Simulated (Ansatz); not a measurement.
What does this script print? It uses the Python package of Ansatz (0.2.0).

Contents of `pt3pbc.cif`:
```cif
data_Pt3PbC
_cell_length_a 4.348043
_cell_length_b 4.348043
_cell_length_c 4.348043
_cell_angle_alpha 90.00000
_cell_angle_beta 90.00000
_cell_angle_gamma 90.00000
_symmetry_space_group_name_H-M 'P 1'
_symmetry_Int_Tables_number 1
loop_
_symmetry_equiv_pos_as_xyz
'x, y, z'
loop_
_atom_site_label
_atom_site_type_symbol
_atom_site_fract_x
_atom_site_fract_y
_atom_site_fract_z
Pt1 Pt    0.000000    0.500000    0.500000
Pt2 Pt    0.500000    0.500000    0.000000
Pt3 Pt    0.500000    0.000000    0.500000
Pb4 Pb    0.000000    0.000000    0.000000
C5 C    0.500000    0.500000    0.500000
```

`ecut.py`:
```python
# -*- coding: utf-8 -*-
"""Cutoff test for Pt3PbC."""

import argparse
import warnings

import ansatz as az
from ase.io import read

parser = argparse.ArgumentParser(description="Cutoff test for Pt3PbC.")
parser.add_argument("--filling", required=True, help="how the bands are filled")
args = parser.parse_args()

warnings.simplefilter("ignore", az.DeckWarning)

atoms = read("pt3pbc.cif")
cell = az.Crystal.from_ase(atoms)

setup = cell.calculation().functional(az.Functional.PBE).kpoints(5).occupations(args.filling)

rows = []
for value in [250, 300, 350, 400, 450]:
    summary = setup.basis(value).run().report
    rows.append((value, summary["free_energy_ev"] / len(summary["lattice"]["sites"]), summary["n_iterations"], summary["n_pw"]))

print(" cutoff (eV)   F/atom (eV)    iterations   plane waves")
for row in rows:
    print(f"{str(row[0]):>12s}  {row[1]:12.5f}  {row[2]:12d}  {row[3]:12d}")

# the last row is the reference
for row in rows[:-1]:
    shift = 1000 * (row[1] - rows[-1][1])
    print(f"{row[0]}: {shift:+.2f} meV/atom" + ("  (within 1 meV)" if abs(shift) < 1 else ""))
```

```console
$ python ecut.py --filling Fermi-Dirac
 cutoff (eV)   F/atom (eV)    iterations   plane waves
         250   -9943.81251             7           739
         300   -9944.77854             7           949
         350   -9944.89180             6          1213
         400   -9944.90140             6          1503
         450   -9944.90346             6          1791
250: +1090.95 meV/atom
300: +124.92 meV/atom
350: +11.67 meV/atom
400: +2.07 meV/atom
```

What to keep in mind:
- For a metal this k-point mesh is coarse: on a finer one energies can move by several to tens of meV an atom and pressures by half a GPa or more, differences at one mesh by less.
- Spin-orbit coupling, which matters for elements this heavy, is left out.
- This cell is a computed structure, which may not be the phase found in nature.
- Shifts are counted from the last row, which is itself no proven limit.
- The script silences the warnings on its input, which a real study should read.
- By the engine's processor time: 5.5 s on 1 thread of Intel(R) Xeon(R) Processor @ 2.30GHz, on a shared host, peak memory 0.66 GiB.

(A comment or docstring line of the script was reworded after the run, the code is as it ran.)
